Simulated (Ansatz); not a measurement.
Geometry optimisation, Ansatz, DFT PBE, scalar-relativistic, plane waves, PAW.

Input file:

```yaml
crystal:
  lattice:
    - [0.0, 5.43, 5.43]
    - [5.43, 0.0, 5.43]
    - [5.43, 5.43, 0.0]
  atoms:
    - { symbol: Si, position: [0.0, 0.0, 0.0] }
    - { symbol: Si, position: [0.125, 0.125, 0.125] }
    - { symbol: Si, position: [0.0, 0.0, 0.5] }
    - { symbol: Si, position: [0.125, 0.125, 0.625] }
    - { symbol: Si, position: [0.0, 0.5, 0.0] }
    - { symbol: Si, position: [0.125, 0.625, 0.125] }
    - { symbol: Si, position: [0.0, 0.5, 0.5] }
    - { symbol: Si, position: [0.125, 0.625, 0.625] }
    - { symbol: Si, position: [0.5, 0.0, 0.0] }
    - { symbol: Si, position: [0.625, 0.125, 0.125] }
    - { symbol: Si, position: [0.5, 0.0, 0.5] }
    - { symbol: Si, position: [0.625, 0.125, 0.625] }
    - { symbol: Si, position: [0.5, 0.5, 0.0] }
    - { symbol: Si, position: [0.625, 0.625, 0.125] }
    - { symbol: Si, position: [0.5, 0.5, 0.5] }
    - { symbol: Si, position: [0.625, 0.625, 0.625] }
    - { symbol: Ti, position: [0.7451905, 0.2530502, 0.2542514] }
basis:
  ecutwfc: 420.0
kpoints:
  mp_grid: { grid: [2, 2, 2] }
hamiltonian:
  xc: pbe
  pseudopotentials: { kind: paw, azcp: { folder: soft_1 } }
scf:
  occupations: { method: fermi_dirac, width: 0.05 }
  lower_state_search: "off"
relax:
  f_tol: 0.08
  max_steps: 25
  adjacent_minimum: "off"
output:
  write_density: true
  write_potential: true
  elf: true
  volumetric_format: npy
```

Run as:

```bash
$ ansatz run input.yaml --threads 1 --pin off --max-ram 3072MiB --backend cpu --events-out ev --progress --plain --runs-dir out
```

Where does it end, and by what steps?

It converged. Limits of this set-up: coarse k mesh, a small cell, in which the defect meets its images. After 2 steps the energy has fallen by 0.369 eV; Si10 moved furthest, 0.08 Å.

| step | energy less start (eV) | largest force component (eV/Å) | accepted |
| --- | --- | --- | --- |
| 0 | 0.0000 | 1.134 | yes |
| 1 | -0.3467 | 0.307 | yes |
| 2 | -0.3687 | 0.024 | yes |

```xyz
17
Lattice="0.0000 5.4300 5.4300 5.4300 0.0000 5.4300 5.4300 5.4300 0.0000" Properties=species:S:1:pos:R:3
Si -0.034 0.000 0.000
Si 1.315 1.401 1.401
Si 2.717 2.753 0.002
Si 4.092 4.056 1.373
Si 2.717 0.002 2.753
Si 4.092 1.373 4.056
Si 5.434 2.715 2.714
Si 6.775 4.057 4.056
Si 0.000 2.715 2.715
Si 1.315 4.028 4.028
Si 2.717 5.428 2.676
Si 4.116 6.831 4.029
Si 2.718 2.676 5.427
Si 4.116 4.029 6.831
Si 5.471 5.429 5.429
Si 6.775 6.803 6.802
Ti 2.717 5.430 5.429
```

Whether the end is a true minimum wasn't checked by a vibrational analysis.

Run time: 29 s on 1 thread of Intel(R) Xeon(R) Platinum 8175M CPU @ 2.50GHz (Skylake/Cascade Lake) (shared host), peak memory 0.63 GiB.
